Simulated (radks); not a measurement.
# Polarisabilities and dispersion coefficients of Ca, Sc⁺, Ti²⁺ and others

Aim: static dipole polarisabilities and C6 coefficients, each species in its NIST ground configuration. After each ground state the linear response is solved; its values go to the run's result record, not to the log. Response by self-consistent Sternheimer equations with the Hartree and adiabatic LDA kernel, the relativistic mass of each level held fixed and spin-orbit coupling left out.

The numbers are computed with radks (a radial shooting solver on a logarithmic mesh, Libxc functionals) version 1 (scalar-relativistic Kohn-Sham, LB94 model potential, spin-polarised, spherical densities, finite nucleus; open shells are filled with parallel spins first), except any that are marked as measured or tabulated.

### 1 The atom as given

| Item | Value |
| --- | --- |
| species | Ca ([Ar] 4s2), Sc⁺ ([Ar] 3d1 4s1), Ti²⁺ ([Ar] 3d2), V³⁺ ([Ar] 3d2), Cr⁴⁺ ([Ar] 3d2), Mn⁵⁺ ([Ar] 3d2), Fe⁶⁺ ([Ar] 3d2), Co⁷⁺ ([Ar] 3d2), Ni⁸⁺ ([Ar] 3d2) |

LB94 adds a gradient term to the LDA potential that gives it a −1/r tail. It is a model potential with no energy functional, so Etot and Exc are not given.

### 2 Ca, [Ar] 4s2

Input:

```text
Z 20
configuration [Ar] 4s2
relativity scalar-relativistic
functional lda,pw
model_potential LB94
spin polarised
nucleus finite rms 3.4776 fm
c 137.035999084
response adiabatic LDA kernel
```

### 3 Sc⁺, [Ar] 3d1 4s1

Input:

```text
Z 21
configuration [Ar] 3d1 4s1
relativity scalar-relativistic
functional lda,pw
model_potential LB94
spin polarised
nucleus finite rms 3.5459 fm
c 137.035999084
response adiabatic LDA kernel
```

### 4 Ti²⁺, [Ar] 3d2

Input:

```text
Z 22
configuration [Ar] 3d2
relativity scalar-relativistic
functional lda,pw
model_potential LB94
spin polarised
nucleus finite rms 3.5921 fm
c 137.035999084
response adiabatic LDA kernel
```

### 5 V³⁺, [Ar] 3d2

Input:

```text
Z 23
configuration [Ar] 3d2
relativity scalar-relativistic
functional lda,pw
model_potential LB94
spin polarised
nucleus finite rms 3.6002 fm
c 137.035999084
response adiabatic LDA kernel
```

### 6 Cr⁴⁺, [Ar] 3d2

Input:

```text
Z 24
configuration [Ar] 3d2
relativity scalar-relativistic
functional lda,pw
model_potential LB94
spin polarised
nucleus finite rms 3.6452 fm
c 137.035999084
response adiabatic LDA kernel
```

### 7 Mn⁵⁺, [Ar] 3d2

Input:

```text
Z 25
configuration [Ar] 3d2
relativity scalar-relativistic
functional lda,pw
model_potential LB94
spin polarised
nucleus finite rms 3.7057 fm
c 137.035999084
response adiabatic LDA kernel
```

### 8 Fe⁶⁺, [Ar] 3d2

Input:

```text
Z 26
configuration [Ar] 3d2
relativity scalar-relativistic
functional lda,pw
model_potential LB94
spin polarised
nucleus finite rms 3.7377 fm
c 137.035999084
response adiabatic LDA kernel
```

### 9 Co⁷⁺, [Ar] 3d2

Input:

```text
Z 27
configuration [Ar] 3d2
relativity scalar-relativistic
functional lda,pw
model_potential LB94
spin polarised
nucleus finite rms 3.7875 fm
c 137.035999084
response adiabatic LDA kernel
```

### 10 Ni⁸⁺, [Ar] 3d2

Input:

```text
Z 28
configuration [Ar] 3d2
relativity scalar-relativistic
functional lda,pw
model_potential LB94
spin polarised
nucleus finite rms 3.7757 fm
c 137.035999084
response adiabatic LDA kernel
```

**Question.** What will these runs give? Wanted: for each run, species; −ε(HOMO); α; α uncoupled; C6; recommended α.

The runs gave:

```
species  −ε(HOMO) (eV)  α (bohr³)  α uncoupled (bohr³)  C6 (hartree bohr⁶)  recommended α (bohr³)
     Ca          6.555      121.0                218.1                1473                  160.8
    Sc⁺         13.938      45.54                59.95               274.3                      -
   Ti²⁺         27.823      4.442                5.727               13.63                      -
    V³⁺         46.542      2.213                3.008               5.741                      -
   Cr⁴⁺         68.790      1.368                1.911               2.972                      -
   Mn⁵⁺         94.398     0.9378                1.331               1.719                      -
   Fe⁶⁺         123.27     0.6831               0.9779               1.067                      -
   Co⁷⁺         155.36     0.5178               0.7452              0.6973                      -
   Ni⁸⁺         190.61     0.4041               0.5832              0.4736                      -
```

**Reading.** Uncoupled leaves out the potential induced by the response; C6 and C8 are for like pairs. Ca is the most polarisable and Ni⁸⁺ the least, a factor 299 apart. For the pair Ca–Ni⁸⁺ the Casimir-Polder integral gives C6 = 10.83, the rule 2·Ca·Cb/(Ca·αb/αa + Cb·αa/αb) on the like-pair values 9.510. Against the recommended values (Schwerdtfeger and Nagle, 2023 table) the misses are Ca -25 %. For heavy and open-shell atoms this level can miss by tens of per cent.
